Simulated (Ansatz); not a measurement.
# C3H8SSi: one species, many methods

One table from this session's results is given with a row withheld; the runs are named, their logs left out.

Method: functionals in def2-TZVPP, the program's frozen cores in correlated methods; program: Ansatz 0.2.0, Gaussian basis.

The runs, in order: LDA (SPW92), PBE-D4, revPBE-D4, BLYP-D4, r2SCAN-D4, B97M-V, PBE0-D4, B3LYP-D4, r2SCANh-D4, r2SCAN0-D4, HSE06-D4, BHLYP-D4, CAM-B3LYP-D4, LC-ωPBE, ωB97X-V, ωB97M-V, B2PLYP, PBE-QIDH; CCSD(T)/def2-SVP; CCSD(T)/def2-TZVPP; MP2/def2-QZVPP; extrapolation to the limit; RPA on PBE.

**The relaxed structure**

The geometry comes from an earlier relaxation with PBE0-D4 in a triple-zeta def2 set; it is a stationary point, not always the lowest conformer.

13 atoms, charge 0, spin multiplicity 1.

Atoms are counted from 1 here; the program's logs count them from 0.

Bond lengths: C1–C2 1.326 Å, C1–H6 1.084 Å, C1–H7 1.084 Å, C2–S3 1.759 Å, C2–H8 1.086 Å, S3–Si4 2.141 Å, Si4–C5 1.863 Å, Si4–H9 1.489 Å, Si4–H10 1.488 Å, C5–H11 1.093 Å, C5–H12 1.092 Å, C5–H13 1.092 Å. Angles: C2–C1–H6 122.0°, C2–C1–H7 120.3°, H6–C1–H7 117.7°, C1–C2–S3 123.2°, C1–C2–H8 120.8°, S3–C2–H8 115.9°, C2–S3–Si4 99.8°, S3–Si4–C5 107.4°, S3–Si4–H9 107.9°, S3–Si4–H10 110.7°, C5–Si4–H9 112.0°, C5–Si4–H10 111.0°, H9–Si4–H10 107.8°, Si4–C5–H11 110.1°, Si4–C5–H12 110.8°, Si4–C5–H13 110.9°, H11–C5–H12 108.1°, H11–C5–H13 108.5° and more.

Coordinates:

```xyz
13
C3H8SSi
C    -0.8455    2.5008    1.6908
C    -0.5513    1.7096    0.6676
S     0.6907    0.4662    0.7378
Si   -0.1130   -0.9302   -0.6727
C     1.2132   -2.1903   -1.0251
H    -0.3699    2.3896    2.6584
H    -1.5736    3.2948    1.5752
H    -1.0399    1.8389   -0.2941
H    -0.5039   -0.1739   -1.8947
H    -1.3363   -1.5808   -0.1307
H     0.8457   -2.9338   -1.7367
H     1.5053   -2.7117   -0.1111
H     2.0990   -1.7139   -1.4495
```

The first run:

in.yaml reads:

```yaml
crystal:
  periodic: [false, false, false]
  atoms:
    - {symbol: C, position_ang: [-0.845467, 2.500764, 1.690784]}
    - {symbol: C, position_ang: [-0.551259, 1.709603, 0.667598]}
    - {symbol: S, position_ang: [0.690687, 0.466153, 0.737812]}
    - {symbol: Si, position_ang: [-0.112963, -0.930223, -0.672731]}
    - {symbol: C, position_ang: [1.213164, -2.190296, -1.025141]}
    - {symbol: H, position_ang: [-0.369893, 2.389607, 2.658421]}
    - {symbol: H, position_ang: [-1.573644, 3.294791, 1.575182]}
    - {symbol: H, position_ang: [-1.039936, 1.838879, -0.294098]}
    - {symbol: H, position_ang: [-0.503887, -0.173891, -1.894701]}
    - {symbol: H, position_ang: [-1.336322, -1.580760, -0.130706]}
    - {symbol: H, position_ang: [0.845692, -2.933765, -1.736713]}
    - {symbol: H, position_ang: [1.505316, -2.711720, -0.111062]}
    - {symbol: H, position_ang: [2.099012, -1.713942, -1.449545]}
basis:
  gaussian: {orbitals: def2-TZVPP}
hamiltonian: {xc: lda}
output: {orbitals: {seedname: orbitals}}
```

Steps of the session up to this table: LDA; PBE-D4 (GGA); revPBE-D4 (GGA); BLYP-D4 (GGA); r2SCAN-D4 (meta-GGA); B97M-V (meta-GGA); PBE0-D4 (hybrid); B3LYP-D4 (hybrid); r2SCANh-D4 (hybrid); r2SCAN0-D4 (hybrid); HSE06-D4 (hybrid); BHLYP-D4 (hybrid); CAM-B3LYP-D4 (range-separated); LC-ωPBE-D4 (range-separated; the results give it without D4); ωB97X-V (range-separated); ωB97M-V (range-separated); B2PLYP (double hybrid); PBE-QIDH (double hybrid).

One of the session's tables, all rows but one given; the rest of the session is left out.

It belongs to the step «Frontier levels by functional». 

| functional | HOMO (eV) | gap (eV) |
| --- | --- | --- |
| LDA (SPW92) | -5.63 | 4.23 |
| PBE-D4 | -5.49 | 4.33 |
| revPBE-D4 | -5.44 | 4.37 |
| BLYP-D4 | -5.33 | 4.31 |
| r2SCAN-D4 | -5.70 | 4.74 |
| B97M-V | -5.78 | 4.85 |
| PBE0-D4 | -6.57 | 6.35 |
| B3LYP-D4 | -6.35 | 5.92 |
| r2SCANh-D4 | -6.10 | 5.49 |
| r2SCAN0-D4 | ? | ? |
| HSE06-D4 | -6.17 | 5.57 |
| BHLYP-D4 | -7.49 | 8.31 |
| CAM-B3LYP-D4 | -7.81 | 8.70 |
| LC-ωPBE | -9.15 | 11.17 |
| ωB97X-V | -8.80 | 10.73 |
| ωB97M-V | -8.67 | 10.42 |

**Question.** Estimate the row for r2SCAN0-D4.

Worked estimate for «HOMO (eV)». Against the share of exact exchange, r2SCAN-D4 (0, -5.70), r2SCANh-D4 (0.1, -6.10) give a slope of -4.00 per unit share; at 0.25 the line stands at -6.70.

As computed: HOMO (eV): -6.71; gap (eV): 6.61. In «HOMO (eV)» the line misses by +0.01.
